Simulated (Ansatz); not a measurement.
What does this script print? It uses the Python package of Ansatz (0.2.0).

`brh3o2sn.py`
```python
# -*- coding: utf-8 -*-
"""Potential curve of BrH3O2Sn along one bond."""

import warnings

import ansatz as az
import numpy as np

BASIS = "def2-SVP"
LEVEL = "MP2"

GEOMETRY = """
O    -0.05840    1.53740   -0.71090
Sn   -0.04800   -0.07430    0.36510
O     1.60730   -1.04300   -0.02250
Br   -1.93320   -1.52550   -0.22590
H    -0.99700    1.96130   -0.55230
H    -0.11370    0.36140    2.06350
H     1.60420   -1.28530   -0.96260
"""


def main():
    warnings.simplefilter("ignore", az.DeckWarning)

    system = az.Crystal.molecule()
    for line in GEOMETRY.strip().splitlines():
        symbol, *xyz = line.split()
        system = system.atom(symbol, [float(v) for v in xyz])

    symbols = [site.symbol for site in system.cartesian_sites]
    start = np.array([site.position_ang for site in system.cartesian_sites])
    axis = (start[2] - start[1]) / np.linalg.norm(start[2] - start[1])
    moving = [2, 6]
    lengths, energies = [1.66, 1.8, 1.96, 2.15, 2.45, 2.94, 3.52, 4.3], []
    for length in lengths:
        xyz = start.copy()
        xyz[moving] += (length - np.linalg.norm(start[2] - start[1])) * axis
        point = az.Crystal.molecule()
        for symbol, place in zip(symbols, xyz):
            point = point.atom(symbol, place.tolist())
        base = point.calculation().basis(gaussian=BASIS).correlation(LEVEL)
        rep = base.run(threads=1).report
        energies.append(rep["free_energy_ev"])
        print(f"r = {length:6.3f} A  E = {energies[-1]:.5f} eV  <S^2> = {abs(rep['mean_field']['state']['spin_squared']):.3f}")

    print("energy above the lowest point (eV):", [round(e - min(energies), 3) for e in energies])


if __name__ == "__main__":
    main()
```

```console
$ python brh3o2sn.py
r =  1.660 A  E = -79933.51654 eV  <S^2> = 0.000
r =  1.800 A  E = -79935.01997 eV  <S^2> = 0.000
r =  1.960 A  E = -79935.48628 eV  <S^2> = 0.000
r =  2.150 A  E = -79935.20070 eV  <S^2> = 0.000
r =  2.450 A  E = -79934.11864 eV  <S^2> = 0.000
r =  2.940 A  E = -79932.39004 eV  <S^2> = 0.000
r =  3.520 A  E = -79931.18182 eV  <S^2> = 0.000
r =  4.300 A  E = -79930.84959 eV  <S^2> = 0.000
energy above the lowest point (eV): [1.97, 0.466, 0.0, 0.286, 1.368, 3.096, 4.304, 4.637]
```

Total energies depend on the basis set; only differences at equal settings carry meaning. The rest of the molecule is held rigid at a force-field or estimated start geometry, and the basis set is modest; single-reference methods fail as a bond breaks. def2 sets replace the cores of elements past krypton by effective core potentials. The orbitals are restricted, so S² is zero by construction. Toward dissociation an unrestricted state can lie under the restricted one, by tenths of an eV for polar bonds under a functional and by 1 to 2 eV or more for others. S² is that of the Hartree-Fock reference. Finished in 48 s on 1 thread of Arm Neoverse V1 (shared host), peak memory 0.38 GiB.
